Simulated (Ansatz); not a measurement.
# GaH2(SMe) (CH₅GaS): geometry, orbitals and charge

Aim: characterise GaH2(SMe) (CH₅GaS) as a singlet: its structure, frontier levels and distribution of charge.

The runs use Ansatz 0.2.0, Gaussian basis; RKS PBE0-D4/def2-TZVP.

The runs, in order: relaxation at PBE0-D4/def2-TZVP; a search for the lowest solution at PBE0-D4/def2-SVP; a single point at PBE0-D4/def2-TZVP.

## (1) Starting geometry

8 atoms, charge 0, spin multiplicity 1.

Atoms are counted from 1 here; the program's logs count them from 0.

Bond lengths: Ga1–H2 1.583 Å, Ga1–H3 1.570 Å, Ga1–S4 2.219 Å, S4–C5 1.840 Å, C5–H6 1.095 Å, C5–H7 1.085 Å, C5–H8 1.086 Å. Angles: H2–Ga1–H3 118.6°, H2–Ga1–S4 116.6°, H3–Ga1–S4 124.8°, Ga1–S4–C5 97.7°, S4–C5–H6 110.5°, S4–C5–H7 107.8°, S4–C5–H8 108.2°, H6–C5–H7 110.1°, H6–C5–H8 110.2°, H7–C5–H8 109.9°.

The start is a GFN2-xTB geometry.

## (2) Relaxation at PBE0-D4/def2-TZVP

in.yaml reads:

```yaml
crystal:
  periodic: [false, false, false]
  atoms:
    - {symbol: Ga, position_ang: [0.422570, 1.395820, -0.873450]}
    - {symbol: H, position_ang: [1.731140, 0.515930, -1.012810]}
    - {symbol: H, position_ang: [0.410520, 2.830100, -1.511530]}
    - {symbol: S, position_ang: [-1.270960, 0.487690, 0.235900]}
    - {symbol: C, position_ang: [-0.437260, -1.080470, 0.718640]}
    - {symbol: H, position_ang: [0.556220, -1.144030, 0.261910]}
    - {symbol: H, position_ang: [-1.057690, -1.904290, 0.380080]}
    - {symbol: H, position_ang: [-0.354550, -1.100740, 1.801250]}
basis:
  gaussian: {orbitals: def2-TZVP}
hamiltonian: {xc: pbe0, dispersion: d4}
scf: {lower_state_search: "off"}
output: {orbitals: {seedname: orbitals}}
relax: {f_tol: 0.02, max_steps: 100}
```

On the command line:

```
$ ansatz run in.yaml --threads 4 --pin off --events-out ev --progress --plain --max-ram 3916MiB
```

Further steps of the session: Searching for the lowest solution, PBE0-D4/def2-SVP; Single point, PBE0-D4/def2-TZVP.

**Question.** What will the summary of the whole plan be? Wanted: point group; C–S bond; HOMO, LUMO at PBE0-D4/def2-TZVP; dipole at PBE0-D4/def2-TZVP.

The runs gave:

```
                       quantity            value
                    point group               C1
                       C–S bond          1.818 Å
HOMO, LUMO at PBE0-D4/def2-TZVP  -7.12, -1.35 eV
    dipole at PBE0-D4/def2-TZVP           1.44 D
```

In words: The molecule keeps its bonding pattern by the stored test; the atoms moved 0.11 Å (rms). No usable vibrations, so a minimum isn't proven. The HOMO lies nearest to S4 78 %; Ga1 9 % and the LUMO to Ga1 50 %; H2, H3 about 17 % each. The point group is read from a loosely relaxed geometry; soft torsions can leave it below the true symmetry.
